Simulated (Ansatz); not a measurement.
# Be (fcc type): how the settings move a single-point run

How sensitive is a single-point run of Be (fcc type) to its settings? A reference run comes first, then one run with altered input.

Program: Ansatz 0.2.0. Level of theory: reference: DFT, PBEsol, all-electron PAW with datasets made for the crystal, scalar-relativistic. These are calculated values, not measurements.

2 further runs of the same task are left out: 2 that didn't finish. Runs told in other sessions of the task aren't counted.

**1. The structure to begin with**

Symmetry: Fm-3m, No. 225, cubic system. The conventional cell has a = 3.147 Å, b = 3.147 Å, c = 3.147 Å, α = 90.00°, β = 90.00°, γ = 90.00°. Around Be (site symmetry m-3m) lie 12 Be at 2.23 Å.

Structure file:

```xyz
1
Lattice="0.0000 1.5736 1.5736 1.5736 0.0000 1.5736 1.5736 1.5736 0.0000" Properties=species:S:1:pos:R:3 pbc="T T T"
Be    0.0000    0.0000    0.0000
```

**2. Reference**

input.yaml reads:

```yaml
crystal:
  lattice:
    - [0.0, 1.5735642943, 1.5735642943]
    - [1.5735642943, 0.0, 1.5735642943]
    - [1.5735642943, 1.5735642943, 0.0]
  atoms:
    - { symbol: Be, position: [0.0, 0.0, 0.0] }
kpoints:
  mp_grid: { grid: [23, 23, 23] }
scf:
  occupations: { method: fermi_dirac, width: 0.05 }
hamiltonian:
  xc: pbesol
  pseudopotentials: { kind: all_electron, datasets: crystal }
output:
  forces: true
  stress: true
  eigenvalues: true
```

Launch:

```
ansatz run input.yaml --threads 1 --pin off --max-ram 2048MiB --backend cpu --events-out ev --progress --plain --runs-dir out
```

**3. Changing settings: mp_grid.shift [0.5, 0.5, 0.5], mixing.algorithm broyden, mixing.beta 0.9, mixing.ndim 2**

input.yaml: that of step 2 with these lines changed.

```diff
@@ -8,5 +8,6 @@
 kpoints:
-  mp_grid: { grid: [23, 23, 23] }
+  mp_grid: { grid: [23, 23, 23], shift: [0.5, 0.5, 0.5] }
 scf:
   occupations: { method: fermi_dirac, width: 0.05 }
+  mixing: { algorithm: broyden, beta: 0.9, ndim: 2 }
 hamiltonian:
```

What does the calculation give? Wanted: for each run, ending; energy change; pressure; gap; force.

**Answer**, as computed:

```
                                                                                       run     ending  energy change  pressure (GPa)  gap (eV)  force (eV/Å)  cycles   time
                                                                                 reference  converged              0            -0.1      0.00          0.00       5  4.3 s
1: mp_grid.shift [0.5, 0.5, 0.5], mixing.algorithm broyden, mixing.beta 0.9, mixing.ndim 2  converged   0.0 meV/atom            -0.1      0.00          0.00       5   12 s
```

Residual by cycle in the longest SCF loop of each run; runs are numbered as in the table. The quantity is the density residual dr2, in eV.

```
cycle  reference   run 1
    1     0.0103  0.0102
    2    0.00323  3.8e-4
    3     1.5e-5  7.8e-6
    4     2.0e-6  5.1e-9
    5    4.7e-10  7.5e-9
```

Changing the k-point mesh and mixing leaves the energy as it was (0.0 meV/atom). Cost: 12 s against 4.3 s.
